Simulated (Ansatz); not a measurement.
# CHBO₂S: up Jacob's ladder to CCSD(T)

The task here is to estimate one member of a computed series from the others.

The runs use Ansatz 0.2.0, Gaussian basis; functionals in def2-TZVPP, the program's frozen cores in correlated methods.

Levels to be run: LDA (SPW92), PBE-D4, revPBE-D4, BLYP-D4, r2SCAN-D4, B97M-V, PBE0-D4, B3LYP-D4, r2SCANh-D4, r2SCAN0-D4, HSE06-D4, BHLYP-D4, CAM-B3LYP-D4, LC-ωPBE, ωB97X-V, ωB97M-V, B2PLYP, PBE-QIDH; CCSD(T)/def2-SVP; CCSD(T)/def2-TZVPP; MP2/def2-QZVPP; extrapolation to the limit; RPA on PBE.

**Structure used throughout**

All runs share one geometry, relaxed beforehand with PBE0-D4 in a triple-zeta def2 set.

6 atoms, charge 0, spin multiplicity 1.

Atoms are counted from 1 here; the program's logs count them from 0.

Bond lengths: O1–C2 1.122 Å, O3–B4 1.206 Å, B4–S5 1.765 Å, S5–H6 1.347 Å. Angles: O3–B4–S5 179.5°, B4–S5–H6 92.6°.

Set-up of the first run:

Input file in.yaml:

```yaml
crystal:
  periodic: [false, false, false]
  atoms:
    - {symbol: O, position_ang: [1.622709, -2.408538, 1.254376]}
    - {symbol: C, position_ang: [1.342609, -1.371234, 0.930806]}
    - {symbol: O, position_ang: [-1.514539, -0.723506, -0.697132]}
    - {symbol: B, position_ang: [-0.839711, 0.256917, -0.503007]}
    - {symbol: S, position_ang: [0.157363, 1.683484, -0.212547]}
    - {symbol: H, position_ang: [-0.726431, 2.498777, -0.818696]}
basis:
  gaussian: {orbitals: def2-TZVPP}
hamiltonian: {xc: lda}
output: {orbitals: {seedname: orbitals}}
```

On the command line:

```sh
$ ansatz run in.yaml --threads 2 --pin off --events-out ev --progress --plain --max-ram 4352MiB
```

Among the steps run: LDA; PBE-D4 (GGA); revPBE-D4 (GGA); BLYP-D4 (GGA); r2SCAN-D4 (meta-GGA); B97M-V (meta-GGA); PBE0-D4 (hybrid); B3LYP-D4 (hybrid); r2SCANh-D4 (hybrid); r2SCAN0-D4 (hybrid); HSE06-D4 (hybrid); BHLYP-D4 (hybrid); CAM-B3LYP-D4 (range-separated); LC-ωPBE (range-separated); ωB97X-V (range-separated); ωB97M-V (range-separated); B2PLYP (double hybrid); PBE-QIDH (double hybrid).

One of the session's tables, all rows but one given; the rest of the session is left out.

It belongs to the step «Orbital energies across the functionals». 

| functional | HOMO (eV) | gap (eV) |
| --- | --- | --- |
| LDA (SPW92) | -7.34 | 4.96 |
| PBE-D4 | -7.19 | 5.10 |
| revPBE-D4 | -7.13 | 5.16 |
| BLYP-D4 | -7.03 | 5.03 |
| r2SCAN-D4 | ? | ? |
| B97M-V | -7.56 | 5.87 |
| PBE0-D4 | -8.53 | 7.65 |
| B3LYP-D4 | -8.26 | 7.06 |
| r2SCANh-D4 | -8.00 | 6.63 |
| r2SCAN0-D4 | -8.74 | 8.02 |
| HSE06-D4 | -8.12 | 6.85 |
| BHLYP-D4 | -9.72 | 10.01 |
| CAM-B3LYP-D4 | -9.87 | 10.17 |
| LC-ωPBE | -11.27 | 12.92 |
| ωB97X-V | -10.89 | 12.41 |
| ωB97M-V | -10.73 | 12.08 |

Q: Estimate the row for r2SCAN-D4 from the others.

Worked estimate for «HOMO (eV)». Against the share of exact exchange, r2SCANh-D4 (0.1, -8.00), r2SCAN0-D4 (0.25, -8.74) give a slope of -4.93 per unit share; at 0 the line stands at -7.51.

**Answer.** HOMO (eV): -7.51; gap (eV): 5.68. In «HOMO (eV)» the line misses by 0.00.
